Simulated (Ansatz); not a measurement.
**Cl₃FMoS: how energies converge with the basis set**

One table from this session's results is given with a row withheld; the runs are named, their logs left out.

Method: one geometry, several basis sets; program: Ansatz 0.2.0, Gaussian basis.

Levels to be run: PBE0-D4/def2-SVP; ωB97M-V/def2-SVP; PBE0-D4/def2-QZVPP; ωB97M-V/def2-QZVPP; the functionals' def2-TZVPP values are taken from earlier runs.

1 further run of the same task is left out (for a known fault of the program).

### The geometry

All runs share one geometry, relaxed beforehand with PBE0-D4 in a triple-zeta def2 set. Mo takes the def2 core potential; no spin-orbit term is included.

SMILES `[F][Mo](=[S])([Cl])([Cl])[Cl]`, 6 atoms, charge 0, spin multiplicity 1.

Atoms are counted from 1 here; the program's logs count them from 0.

Bond lengths: F1–Mo2 1.848 Å, Mo2–S3 2.056 Å, Mo2–Cl4 2.271 Å, Mo2–Cl5 2.268 Å, Mo2–Cl6 2.271 Å. Angles: F1–Mo2–S3 105.1°, F1–Mo2–Cl4 84.6°, F1–Mo2–Cl5 151.6°, F1–Mo2–Cl6 84.6°, S3–Mo2–Cl4 105.5°, S3–Mo2–Cl5 103.3°, S3–Mo2–Cl6 105.5°, Cl4–Mo2–Cl5 87.9°, Cl4–Mo2–Cl6 148.9°, Cl5–Mo2–Cl6 87.9°.

Set-up of the first run:

File in.yaml:

```yaml
crystal:
  periodic: [false, false, false]
  atoms:
    - {symbol: F, position_ang: [-1.644166, -0.523362, 0.759414]}
    - {symbol: Mo, position_ang: [-0.012763, -0.038921, 0.039113]}
    - {symbol: S, position_ang: [1.391337, -0.760106, 1.357177]}
    - {symbol: Cl, position_ang: [-0.396281, -1.733143, -1.424324]}
    - {symbol: Cl, position_ang: [1.242276, 0.952439, -1.568501]}
    - {symbol: Cl, position_ang: [-0.538303, 2.038994, 0.790922]}
basis:
  gaussian: {orbitals: def2-SVP}
hamiltonian: {xc: pbe0, dispersion: d4}
output: {orbitals: {seedname: orbitals}}
```

The run is started by

```console
$ ansatz run in.yaml --threads 4 --pin off --events-out ev --progress --plain --max-ram 11315MiB
```

Steps of the session up to this table: PBE0-D4 in def2-SVP; ωB97M-V in def2-SVP; PBE0-D4 in def2-QZVPP; ωB97M-V in def2-QZVPP.

One table of the session follows, with a row left open; its other results are not shown here.

It belongs to the step «Density functionals: the series». 

```
functional       basis  HOMO (eV)  LUMO (eV)
   PBE0-D4    def2-SVP      -8.97      -5.06
   PBE0-D4  def2-TZVPP          ?          ?
   PBE0-D4  def2-QZVPP      -8.94      -4.97
   ωB97M-V    def2-SVP     -11.01      -2.96
   ωB97M-V  def2-TZVPP     -11.02      -2.94
   ωB97M-V  def2-QZVPP     -11.04      -2.93
```

Estimate the missing values for PBE0-D4, def2-TZVPP.

**Answer.** HOMO (eV): -8.94; LUMO (eV): -4.99.
